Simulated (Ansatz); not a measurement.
# SiF3 (SMILES F[Si](F)F) at 6 levels

We compute a comparison of 6 runs (UHF/STO-3G, UHSE06/STO-3G, UBCCD(T)/STO-3G, UCCSDT(Q)/STO-3G, UCCSD/STO-3G, FCI/STO-3G) of SiF3. 

The results are computed with Ansatz 0.2.0.

9 further runs of the same task are left out: 7 that didn't finish, 2 set aside as unsound or not needed.

### Step 1. The system as given

The species is SiF3 (4 atoms), meant as a doublet with charge 0. As SMILES, `F[Si](F)F`. The Si2–F1 distance was set to 3.162 Å, away from the relaxed value. At this shape a bond of the SMILES string is far longer than usual.

Bond lengths: Si2–F3 1.581 Å, Si2–F4 1.581 Å. Angles: F3–Si2–F4 107.9°.

### Step 2. The energy at UHF/STO-3G (run 1)

File input.yaml:

```yaml
crystal:
  periodic: [false, false, false]
  atoms:
    - {symbol: F, position_ang: [1.852477, -1.227158, 2.069143]}
    - {symbol: Si, position_ang: [-0.282750, 0.213060, 0.234280]}
    - {symbol: F, position_ang: [-0.994260, -0.892250, -0.644340]}
    - {symbol: F, position_ang: [0.492160, 1.186230, -0.741640]}
basis:
  gaussian:
    orbitals: STO-3G
magnetization:
  spin_polarized: true
  initial_magnetization: 1
hamiltonian:
  xc: hf
accuracy: high
```

Launch:

```bash
$ ansatz run input.yaml --threads 1 --pin off --max-ram 3480MiB --events-out events.jsonl --progress --plain --runs-dir runs
```

The log of the run:

```text
Warning: RAYON_NUM_THREADS=1 ignored (pool sized by the plan → 1); use --threads N
Functional definition: HF
  name "HF"
  exchange = exact_x
  correlation = 0
414 factors; integrals over basis functions are off by at most 2.7e-8 eV
mean field evaluation 1: about -15759.2761 eV, gradient 1.7e1 eV
mean field evaluation 2: about -15759.3238 eV, gradient 1.7e1 eV
mean field evaluation 4: about -15762.0199 eV, gradient 5.9e0 eV
mean field evaluation 8: about -15773.3254 eV, gradient 1.5e0 eV
mean field evaluation 16: about -15773.3663 eV, gradient 4.4e-2 eV
mean field evaluation 32: about -15773.3796 eV, gradient 1.3e-2 eV
mean field evaluation 64: about -15773.3689 eV, gradient 3.4e-2 eV
mean field evaluation 96: about -15773.1332 eV, gradient 3.9e0 eV
mean field evaluation 128: about -15773.3643 eV, gradient 3.1e-2 eV
mean field evaluation 160: about -15769.6222 eV, gradient 1.5e0 eV
mean field evaluation 192: about -15765.1758 eV, gradient 7.2e0 eV
mean field -15773.38538544 eV, -579.6612213303 hartree, gradient 2.0e-8 eV, S^2 0.750059; 3 other end points of the search recorded, 0 dependent functions left out
reference -15773.38538544 eV, -579.6612213303 hartree; 21, 20 occupied and 3, 4 virtual orbitals, 414 factors
Total energy: -15773.38538544 eV, -579.6612213303 hartree
```

It took 1.4 s on 1 thread of Intel Xeon Platinum 8375C at 2.90GHz (Ice Lake), shared host.

### Step 3. The energy at UHSE06/STO-3G (run 2)

File in.yaml:

```yaml
basis:
  gaussian:
    orbitals: STO-3G
crystal:
  periodic: [false, false, false]
  atoms:
    - {symbol: F, position_ang: [1.852477, -1.227158, 2.069143]}
    - {symbol: Si, position_ang: [-0.282750, 0.213060, 0.234280]}
    - {symbol: F, position_ang: [-0.994260, -0.892250, -0.644340]}
    - {symbol: F, position_ang: [0.492160, 1.186230, -0.741640]}
magnetization:
  spin_polarized: true
  initial_magnetization: 1
hamiltonian:
  xc: hse06
accuracy: high
```

Launch:

```bash
$ ansatz run in.yaml --threads 1 --pin off --max-ram 3480MiB --events-out events.jsonl --progress --plain --runs-dir runs
```

The log of the run:

```text
Warning: RAYON_NUM_THREADS=1 ignored (pool sized by the plan → 1); use --threads N
Functional definition: HSE06
  name "HSE06"
  parameter a = 0.25
  parameter omega = 0.11/bohr
  exchange = pbe_x - a*pbe_x_sr(omega) + a*exact_x_sr(omega)
  correlation = pbe_c
414 factors; integrals over basis functions are off by at most 2.7e-8 eV
59 factors; integrals over basis functions are off by at most 8.1e-10 eV
mean field evaluation 1: about -15792.9552 eV, gradient 1.5e1 eV
mean field evaluation 2: about -15428.6900 eV, gradient 1.8e1 eV
mean field evaluation 4: about -15793.1805 eV, gradient 9.9e0 eV
mean field evaluation 8: about -15793.8345 eV, gradient 7.1e0 eV
mean field evaluation 16: about -15805.0954 eV, gradient 5.2e-2 eV
mean field evaluation 32: about -15805.0914 eV, gradient 6.5e-2 eV
mean field -15805.09468110 eV, -580.8265164524 hartree, gradient 3.3e-8 eV, S^2 0.750311; 4 other end points of the search recorded, 0 dependent functions left out
reference -15805.09468238 eV, -580.8265164997 hartree; 21, 20 occupied and 3, 4 virtual orbitals, 414 factors
Total energy: -15805.09468238 eV, -580.8265164997 hartree
```

Run time: 7.8 s. Hardware: 1 thread of Intel Xeon Platinum 8375C at 2.90GHz (Ice Lake), shared host; peak memory 0.16 GiB.

Run 3 isn't shown in full; the table further down has it.

### Step 4. A single-point energy at UCCSDT(Q)/STO-3G (run 4)

File input.yaml:

```yaml
crystal:
  periodic: [false, false, false]
  atoms:
    - symbol: F
      position_ang: [1.852477, -1.227158, 2.069143]
    - symbol: Si
      position_ang: [-0.282750, 0.213060, 0.234280]
    - symbol: F
      position_ang: [-0.994260, -0.892250, -0.644340]
    - symbol: F
      position_ang: [0.492160, 1.186230, -0.741640]
basis:
  gaussian:
    orbitals: STO-3G
magnetization:
  spin_polarized: true
  initial_magnetization: 1
scf:
  omitted_lower_state_checks: [cluster_reference, increment]
accuracy: high
correlation:
  method: ccsdt_q
  frozen_orbitals: {F: 1, Si: 5}
```

Launch:

```bash
$ ansatz run input.yaml --threads 1 --pin off --max-ram 3480MiB --events-out events.jsonl --progress --plain --runs-dir runs
```

The log of the run:

```text
Warning: RAYON_NUM_THREADS=1 ignored (pool sized by the plan → 1); use --threads N
[... 16 lines left out ...]
8 core orbitals not correlated: weight in the atoms' cores, before any rotation towards them, 1.000 or more for the frozen orbitals, at most 0.000 for the correlated occupied ones
[... 109 lines left out ...]
Total energy: -15775.85427718 eV, -579.7519514281 hartree
Checks for a lower state left out: cluster_reference, increment
```

Run time: 9.9 s. Hardware: 1 thread of Intel Xeon Platinum 8375C at 2.90GHz (Ice Lake), shared host; peak memory 0.2 GiB.

Run 5 isn't shown in full; the table further down has it.

### Step 5. The energy at FCI/STO-3G (run 6)

File job.yaml:

```yaml
crystal:
  periodic: [false, false, false]
  atoms:
    - {symbol: F, position_ang: [1.852477, -1.227158, 2.069143]}
    - {symbol: Si, position_ang: [-0.282750, 0.213060, 0.234280]}
    - {symbol: F, position_ang: [-0.994260, -0.892250, -0.644340]}
    - {symbol: F, position_ang: [0.492160, 1.186230, -0.741640]}
basis:
  gaussian:
    orbitals: STO-3G
magnetization:
  spin_polarized: true
  initial_magnetization: 1
correlation:
  method: fci
  frozen_orbitals: {F: 1, Si: 5}
accuracy: high
```

Launch:

```bash
$ ansatz run job.yaml --threads 1 --pin off --max-ram 3480MiB --events-out events.jsonl --progress --plain --runs-dir runs
```

The log of the run, cut to the lines that bear on the results:

```text
Warning: RAYON_NUM_THREADS=1 ignored (pool sized by the plan → 1); use --threads N
Functional definition: HF
  name "HF"
[...]
414 factors; integrals over basis functions are off by at most 2.7e-8 eV
[...]
mean field -15773.38538544 eV, -579.6612213303 hartree, gradient 2.0e-8 eV, S^2 0.750059; 13 other end points of the search recorded, 0 dependent functions left out
determinant -15773.38538544 eV, -579.6612213303 hartree, with singles and doubles -15775.58110586 eV, -579.7419125674 hartree
determinant -15773.35130802 eV, -579.6599690082 hartree, with singles and doubles -15775.55276990 eV, -579.7408712400 hartree
determinant -15773.38538544 eV, -579.6612213303 hartree, with singles and doubles -15775.58148235 eV, -579.7419264033 hartree
determinant -15773.35130802 eV, -579.6599690082 hartree, with singles and doubles -15775.55241732 eV, -579.7408582832 hartree
8 core orbitals not correlated: weight in the atoms' cores, before any rotation towards them, 1.000 or more for the frozen orbitals, at most 0.000 for the correlated occupied ones
reference -15773.38527934 eV, -579.6612174312 hartree; 13, 12 occupied and 3, 4 virtual orbitals, 414 factors
state -15775.84459951 eV, -579.7515957805 hartree
Total energy: -15775.84459951 eV, -579.7515957805 hartree
```

Wall time 16 s (1 thread of Intel Xeon Platinum 8375C at 2.90GHz (Ice Lake), shared host); peak memory 0.34 GiB.

### Step 6. The series

```tsv
run	level	frozen core orbitals	energy (Eh)	⟨S²⟩	wall time
1	UHF/STO-3G	–	-579.661221	0.750	1.4 s
2	UHSE06/STO-3G	–	-580.826516	0.750	7.8 s
3	UBCCD(T)/STO-3G	8	-579.751102	0.750	3.9 s
4	UCCSDT(Q)/STO-3G	8	-579.751951	0.750	9.9 s
5	UCCSD/STO-3G	8	-579.741926	0.750	2.9 s
6	FCI/STO-3G	8	-579.751596	–	16 s
```

### Step 7. What came out

```
                                          quantity          value
                               run 6: total energy  -579.75160 Eh
run 6: correlation energy (8 core orbitals frozen)      -90.4 mEh
```

In words: Against full CI in this basis: UHF +90.4 mEh; UBCCD(T) +0.5 mEh; UCCSDT(Q) -0.4 mEh; UCCSD +9.7 mEh. In runs 1, 2, 3, 4, 5, 6 the basis is minimal, so the values are rough. All runs together took 42 s, the longest 16 s.
